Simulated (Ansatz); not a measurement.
A nudged elastic band was laid between two geometries of a periodic cell of 63 atoms, Si$_{62}$B (host Si, host structure diamond, dopant B, one Si atom removed), cell charge -2.

Level of theory: DFT PBE-D3(BJ), scalar-relativistic, plane waves, PAW (Ansatz 0.2.0). Settings: PAW set soft_1, cutoff 420 eV, k mesh 1x1x1, gaussian smearing 0.02 eV, spin collinear.

```json
{"movable images": "3", "climbing image": "yes", "spring": "5.0 eV/Å²", "optimiser": "quadratic models (default)", "start path": "IDPP", "force threshold": "0.03 eV/Å", "iteration limit": "70", "end points": "relaxed"}
```

First end point:

```xyz
63
Lattice="10.8600 0.0000 0.0000 0.0000 10.8600 0.0000 0.0000 0.0000 10.8600" Properties=species:S:1:pos:R:3
Si 5.436 0.003 0.009
Si 6.750 1.364 1.418
Si 8.126 2.700 0.024
Si 9.493 4.071 1.363
Si 8.107 -0.010 2.761
Si 9.497 1.358 4.074
Si 0.015 0.005 0.008
Si 1.386 1.364 1.378
Si 2.722 2.721 0.000
Si 4.078 4.056 1.378
Si 5.437 5.427 0.008
Si 6.791 6.804 1.378
Si 8.155 8.148 0.015
Si 9.499 9.512 1.378
Si 2.826 0.158 2.820
B 3.728 1.712 3.721
Si 5.283 2.612 2.820
Si 6.749 4.015 4.070
Si 8.125 5.409 2.733
Si 9.506 6.794 4.072
Si 6.727 1.244 6.718
Si 8.113 2.677 5.442
Si 9.501 4.059 6.782
Si 8.138 0.005 8.133
Si 9.505 1.360 9.498
Si 0.008 5.432 0.001
Si 1.370 6.805 1.363
Si 2.740 8.172 0.024
Si 4.075 9.550 1.417
Si 0.005 2.719 2.713
Si 1.383 4.054 4.071
Si 2.720 5.432 2.714
Si 4.080 6.801 4.075
Si 5.447 8.189 2.759
Si 6.718 9.576 4.196
Si 0.016 0.004 5.430
Si 1.424 1.363 6.744
Si 2.826 2.612 5.276
Si 4.076 4.015 6.742
Si 5.436 5.424 5.429
Si 6.799 6.784 6.793
Si 8.138 8.160 5.426
Si 9.514 9.501 6.791
Si 2.766 -0.010 8.103
Si 4.080 1.357 9.492
Si 5.447 2.673 8.103
Si 6.787 4.055 9.492
Si 8.153 5.417 8.147
Si 9.508 6.790 9.502
Si 0.030 8.173 2.732
Si 1.423 9.549 4.069
Si 0.018 5.429 5.429
Si 1.388 6.805 6.782
Si 2.770 8.194 5.442
Si 4.208 9.584 6.712
Si 0.030 2.700 8.119
Si 1.369 4.070 9.487
Si 2.739 5.408 8.119
Si 4.079 6.793 9.498
Si 5.432 8.161 8.131
Si 6.797 9.500 9.508
Si 0.021 8.146 8.146
Si 1.383 9.509 9.492
```

Last end point:

```xyz
63
Lattice="10.8600 0.0000 0.0000 0.0000 10.8600 0.0000 0.0000 0.0000 10.8600" Properties=species:S:1:pos:R:3
Si 5.424 0.006 0.008
Si 6.739 1.375 1.397
Si 8.124 2.711 0.007
Si 9.485 4.077 1.353
Si 8.082 0.002 2.756
Si 9.492 1.360 4.070
Si 0.004 0.000 0.004
Si 1.369 1.358 1.369
Si 2.708 2.722 -0.008
Si 4.072 4.061 1.369
Si 5.430 5.426 0.004
Si 6.769 6.815 1.382
Si 8.136 8.154 0.010
Si 9.475 9.521 1.382
Si 2.787 0.124 2.787
B 5.777 -0.347 5.777
Si 5.306 2.643 2.787
Si 6.739 4.033 4.055
Si 8.124 5.423 2.719
Si 9.494 6.796 4.072
Si 6.677 1.209 6.677
Si 8.082 2.674 5.428
Si 9.475 4.048 6.769
Si 8.121 0.004 8.121
Si 9.494 1.358 9.494
Si -0.001 5.431 -0.001
Si 1.353 6.805 1.353
Si 2.719 8.166 0.007
Si 4.055 9.551 1.397
Si -0.008 2.722 2.708
Si 1.369 4.061 4.072
Si 2.708 5.438 2.708
Si 4.070 6.798 4.070
Si 5.428 8.208 2.756
Si 6.677 9.613 4.221
Si 0.008 0.006 5.424
Si 1.397 1.375 6.739
Si 2.787 2.643 5.306
Si 4.055 4.033 6.739
Si 5.424 5.422 5.424
Si 6.785 6.793 6.785
Si 8.121 8.169 5.426
Si 9.497 9.505 6.785
Si 2.756 0.002 8.082
Si 4.070 1.360 9.492
Si 5.428 2.674 8.082
Si 6.769 4.048 9.475
Si 8.136 5.420 8.136
Si 9.498 6.792 9.498
Si 0.007 8.166 2.719
Si 1.397 9.551 4.055
Si 0.004 5.426 5.430
Si 1.382 6.815 6.769
Si 2.756 8.208 5.428
Si 4.221 9.613 6.677
Si 0.007 2.711 8.124
Si 1.353 4.077 9.485
Si 2.719 5.423 8.124
Si 4.072 6.796 9.494
Si 5.426 8.169 8.121
Si 6.785 9.505 9.497
Si 0.010 8.154 8.136
Si 1.382 9.521 9.475
```

Question: Which bonds break or form, and what moves?

Answer: The atom that moves furthest is B16, by 3.56 Å; four of its nearest neighbours are Si17 2.01, Si38 2.01, Si15 2.01, Si8 3.33 Å at the first end and Si21 2.01, Si55 2.01, Si35 2.01, Si24 3.33 Å at the last.

Question: What energy profile does the band end with?

Answer: The run converged. The highest image is number 2 of 0 to 4, 1.63 eV above the ends, which have the same energy within 2 meV. By the program's own check the climbing image is a first-order saddle point (lowest curvatures found: -0.28 and 0.80 eV/Å²). Limits of this set-up: coarse k mesh, a typed lattice constant that wasn't relaxed here, charged cell in a uniform background, uncorrected.

```
image  path coordinate (Å)  energy (eV)  Si15–B16 (Å)  B16–Si17 (Å)  B16–Si38 (Å)
    0                 0.00         0.00          2.01          2.01          2.01
    1                 1.32         1.07          2.54          2.04          2.02
    2                 2.64         1.63          3.59          2.66          2.08
    3                 3.87         1.04          3.84          3.59          2.94
    4                 5.10         0.00          4.25          4.25          4.25
```

Question: What is the geometry of the highest image?

Answer: 
```xyz
63
Lattice="10.8600 0.0000 0.0000 0.0000 10.8600 0.0000 0.0000 0.0000 10.8600" Properties=species:S:1:pos:R:3
Si 5.420 -0.009 -0.012
Si 6.702 1.303 1.460
Si 8.128 2.647 0.085
Si 9.519 4.032 1.380
Si 8.122 -0.050 2.756
Si 9.486 1.357 4.078
Si -0.095 -0.021 -0.105
Si 1.283 1.319 1.254
Si 2.707 2.711 0.008
Si 4.114 3.901 1.487
Si 5.407 5.393 0.043
Si 6.764 6.809 1.322
Si 8.122 8.167 -0.050
Si 9.491 9.478 1.343
Si 2.790 0.160 2.601
B 4.752 1.227 5.406
Si 5.288 2.380 3.068
Si 6.749 4.042 4.063
Si 8.119 5.421 2.667
Si 9.593 6.693 4.030
Si 6.462 1.516 6.553
Si 8.141 2.759 5.425
Si 9.528 4.087 6.788
Si 7.945 0.075 7.894
Si 9.363 1.328 9.391
Si -0.023 5.427 0.008
Si 1.371 6.731 1.381
Si 2.729 8.089 0.014
Si 4.047 9.502 1.343
Si 0.044 2.672 2.727
Si 1.588 3.817 4.139
Si 2.736 5.342 2.743
Si 4.068 6.776 4.062
Si 5.416 8.152 2.711
Si 6.812 9.402 4.111
Si 0.022 0.021 5.408
Si 1.352 1.353 6.839
Si 3.064 2.434 5.608
Si 4.073 4.125 6.876
Si 5.426 5.429 5.440
Si 6.785 6.796 6.778
Si 8.218 8.050 5.399
Si 9.472 9.526 6.733
Si 2.745 -0.003 8.125
Si 4.074 1.375 9.500
Si 5.450 2.812 8.226
Si 6.854 4.084 9.599
Si 8.148 5.443 8.157
Si 9.512 6.805 9.487
Si 0.044 8.160 2.708
Si 1.433 9.616 3.977
Si 0.132 5.321 5.385
Si 1.362 6.872 6.708
Si 2.771 8.255 5.359
Si 4.179 9.833 6.485
Si -0.024 2.730 8.173
Si 1.367 4.108 9.507
Si 2.666 5.517 8.115
Si 4.084 6.821 9.444
Si 5.408 8.276 7.996
Si 6.781 9.552 9.420
Si -0.015 8.181 8.111
Si 1.386 9.465 9.498
```

Time of the run: 69 min on 4 threads of Arm Neoverse V1, on a shared host, peak memory 4.5 GiB.
